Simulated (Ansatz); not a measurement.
# Mn3Si: the cost of one run

Computed with Ansatz 0.2.0 (DFT, LDA, all-electron LAPW, scalar-relativistic, unless a step's input says otherwise).

**1. The starting structure**

Symmetry: Fm-3m, No. 225, cubic system. The conventional cell has a = 5.722 Å, b = 5.722 Å, c = 5.722 Å, α = 90.00°, β = 90.00°, γ = 90.00°. Mn (site symmetry m-3m) has 8 Mn at 2.48 Å as nearest neighbours. Around Mn (site symmetry -43m) lie 4 Mn at 2.48 Å and 4 Si at 2.48 Å. Around Si (site symmetry m-3m) lie 8 Mn at 2.48 Å.

Coordinates:

```
Mn Si
1.0
     0.00000    2.86100    2.86100
     2.86100    0.00000    2.86100
     2.86100    2.86100    0.00000
Mn Si
3 1
Direct
  0.50000 0.50000 0.50000
  0.25000 0.25000 0.25000
  0.75000 0.75000 0.75000
  0.00000 0.00000 0.00000
```

In patterns such as +-, the signs follow the magnetic atoms in the order of the input.

Atoms are numbered in the order of the input: Mn1, Mn2, Mn3, Si4.

**2. Parallel moments on spinors, LAPW**

The input, input.yaml:

```yaml
crystal:
  lattice:
    - [0.0, 2.861, 2.861]
    - [2.861, 0.0, 2.861]
    - [2.861, 2.861, 0.0]
  atoms:
    - { symbol: Mn, position: [0.5, 0.5, 0.5], spin: 2.4, spin_axis: [0.0, 0.0, 1.0] }
    - { symbol: Mn, position: [0.25, 0.25, 0.25], spin: 0.7, spin_axis: [0.0, 0.0, 1.0] }
    - { symbol: Mn, position: [0.75, 0.75, 0.75], spin: 0.7, spin_axis: [0.0, 0.0, 1.0] }
    - { symbol: Si, position: [0.0, 0.0, 0.0] }
magnetization:
  noncollinear: true
kpoints:
  mp_grid: { grid: [10, 10, 10] }
scf:
  occupations: { method: fermi_dirac, width: 0.05 }
  lower_state_search: "off"
hamiltonian:
  xc: lda
  pseudopotentials: { kind: all_electron, lapw: { basis_error: 0.001 } }
output:
  eigenvalues: false
```

The run is started by

```console
$ ansatz run input.yaml --threads 2 --pin off --max-ram 6144MiB --backend cpu --events-out ev --progress --plain --runs-dir out
```

What time and memory should one allow on 2 threads of Arm Neoverse V2, shared host?

About 7.2 min, with a peak of 1.1 GiB.
